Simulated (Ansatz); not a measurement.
# F2H3NSi: the cost of one run

Method: RKS revPBE/def2-SVP, in Ansatz 0.2.0.

## (1) The starting structure

Bond lengths: Si1–N2 1.820 Å, N2–H3 1.060 Å, N2–H4 1.060 Å, Si1–F5 1.590 Å, Si1–H6 1.459 Å, Si1–F7 1.589 Å. Angles: Si1–N2–H3 120.0°, Si1–N2–H4 120.0°, H3–N2–H4 120.0°, N2–Si1–F5 109.5°, N2–Si1–H6 109.5°, N2–Si1–F7 109.5°, F5–Si1–H6 109.5°, F5–Si1–F7 109.5°, H6–Si1–F7 109.5°.

Structure file:

```xyz
7

Si    0.0000    0.0000    0.0000
N     0.0000    0.0000    1.8200
H    -0.8770   -0.2713    2.3500
H     0.8770    0.2713    2.3500
F     1.4994    0.0000   -0.5295
H    -0.6877    1.1914   -0.4862
F    -0.7489   -1.2974   -0.5295
```

## (2) Preparing the start

input.yaml

```yaml
crystal:
  periodic: [false, false, false]
  atoms:
    - { symbol: Si, position_ang: [0.0, 0.0, 0.0] }
    - { symbol: "N", position_ang: [0.0, 0.0, 1.82] }
    - { symbol: H, position_ang: [-0.877, -0.2713, 2.35] }
    - { symbol: H, position_ang: [0.877, 0.2713, 2.35] }
    - { symbol: F, position_ang: [1.4994, 0.0, -0.5295] }
    - { symbol: H, position_ang: [-0.6877, 1.1914, -0.4862] }
    - { symbol: F, position_ang: [-0.7489, -1.2974, -0.5295] }
basis:
  gaussian: { orbitals: def2-SVP }
hamiltonian:
  xc: revpbe
relax:
  f_tol: 0.02
  max_steps: 40
```

The run is started by

```bash
$ ansatz run input.yaml --threads 1 --pin off --max-ram 2048MiB --backend cpu --events-out ev --progress --plain --runs-dir out
```

Q: Estimate wall time and peak memory on 1 thread of AMD EPYC 7R43 (Zen 3), shared host.

About 32 s, with a peak of 0.15 GiB.
